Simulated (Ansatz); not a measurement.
# SnH4S2: small, medium and large basis sets

Aim: see how fast density functionals converge with the basis set for SnH4S2.

Computed with Ansatz 0.2.0, Gaussian basis. Level: one geometry, several basis sets.

Levels to be run: PBE0-D4/def2-SVP; ωB97M-V/def2-SVP; PBE0-D4/def2-QZVPP; ωB97M-V/def2-QZVPP; the functionals' def2-TZVPP values are taken from earlier runs.

## Step 1: The geometry

The geometry comes from an earlier relaxation with PBE0-D4 in a triple-zeta def2 set; it is a stationary point, not always the lowest conformer. Sn takes the def2 core potential; no spin-orbit term is included.

SMILES `[SH][SnH2][SH]`, 7 atoms, charge 0, spin multiplicity 1.

Atoms are counted from 1 here; the program's logs count them from 0.

Bond lengths: S1–Sn2 2.402 Å, S1–H4 1.343 Å, Sn2–S3 2.401 Å, Sn2–H5 1.704 Å, Sn2–H6 1.698 Å, S3–H7 1.343 Å. Angles: Sn2–S1–H4 93.4°, S1–Sn2–S3 112.1°, S1–Sn2–H5 108.3°, S1–Sn2–H6 106.7°, S3–Sn2–H5 109.0°, S3–Sn2–H6 105.8°, H5–Sn2–H6 115.1°, Sn2–S3–H7 93.6°.

## Step 2: PBE0-D4 in def2-SVP

in.yaml reads:

```yaml
crystal:
  periodic: [false, false, false]
  atoms:
    - {symbol: S, position_ang: [-2.022056, -0.487712, -0.519463]}
    - {symbol: Sn, position_ang: [-0.051869, 0.562225, 0.366241]}
    - {symbol: S, position_ang: [1.578461, -1.043617, 1.094429]}
    - {symbol: H, position_ang: [-1.480012, -0.658511, -1.736430]}
    - {symbol: H, position_ang: [0.631763, 1.532413, -0.856509]}
    - {symbol: H, position_ang: [-0.532572, 1.398949, 1.763747]}
    - {symbol: H, position_ang: [1.937484, -1.371847, -0.157615]}
basis:
  gaussian: {orbitals: def2-SVP}
hamiltonian: {xc: pbe0, dispersion: d4}
output: {orbitals: {seedname: orbitals}}
```

After this run come: ωB97M-V in def2-SVP; PBE0-D4 in def2-QZVPP; ωB97M-V in def2-QZVPP.

Q: Predict the results of all the runs planned. Wanted: PBE0-D4: double and triple zeta above quadruple; ωB97M-V: double and triple zeta above quadruple.

As calculated:

```
                                       quantity          value
PBE0-D4: double and triple zeta above quadruple  8.63, 0.73 eV
ωB97M-V: double and triple zeta above quadruple  8.60, 0.70 eV
```

What this shows: For PBE0-D4 the step from double to triple zeta gains 7.91 eV and the next only 0.73 eV. Total energies overstate the basis error of differences, where much of it tends to cancel. The LUMO of ωB97M-V is positive and keeps falling with the basis (1.30 to 0.61 eV): an unbound level that the basis holds in place.
